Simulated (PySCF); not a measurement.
# C3H5NOSSi: the cost of one run

Programs: PySCF 2.14.0, with density-fitted response routines of our own. Each step states its level of theory. These are calculated values for one molecule in the gas phase, unless marked as measured. Atoms are numbered from 0 throughout.

## Step 1: The molecule as given

12 atoms, charge 0, multiplicity 1; geometry from: GFN2-xTB. The atoms were then displaced at random by about 0.01 Å, so the start is not that level's minimum.

Bonds of the start (Å): Si0–S1 2.16, S1–C2 1.71, C2–C3 1.47, C3–C4 1.35, C4–O5 1.33, O5–N6 1.35, N6–C2 1.30, Si0–H7 1.48, Si0–H8 1.49, Si0–H9 1.42, C3–H10 1.06, C4–H11 1.08.

## Step 2: Optimising the geometry at PBE0-D3(BJ)/def2-SVP

The job: settings as JSON, then the geometry in Å.

```
{"job": {"xc": "PBE0", "basis": "def2-SVP", "d3": "d3bj", "grid": 1, "shake": 0.01, "kind": "geom"}, "charge": 0, "multiplicity": 1}
Si    -2.395320     0.063870     0.014330
S     -1.055570     0.337540     1.689290
C      0.321990     0.075050     0.711380
C      1.752740     0.072980     1.068700
C      2.334270    -0.198460    -0.119940
O      1.435100    -0.328060    -1.090220
N      0.203660    -0.165520    -0.560960
H     -2.111700     1.159760    -0.936950
H     -3.693590     0.296500     0.712790
H     -2.260660    -1.276490    -0.449510
H      2.134370     0.232570     2.047460
H      3.374390    -0.298010    -0.374750
```

Started as:

```console
$ OMP_NUM_THREADS=1 python probes_run.py task.json out
```

The driver reads the jobs from task.json and runs them one after another.

Q: Estimate the wall time and peak memory of this first job on 1 thread of Arm Neoverse V1, shared host.

About 60 s, with a peak of 0.55 GiB.
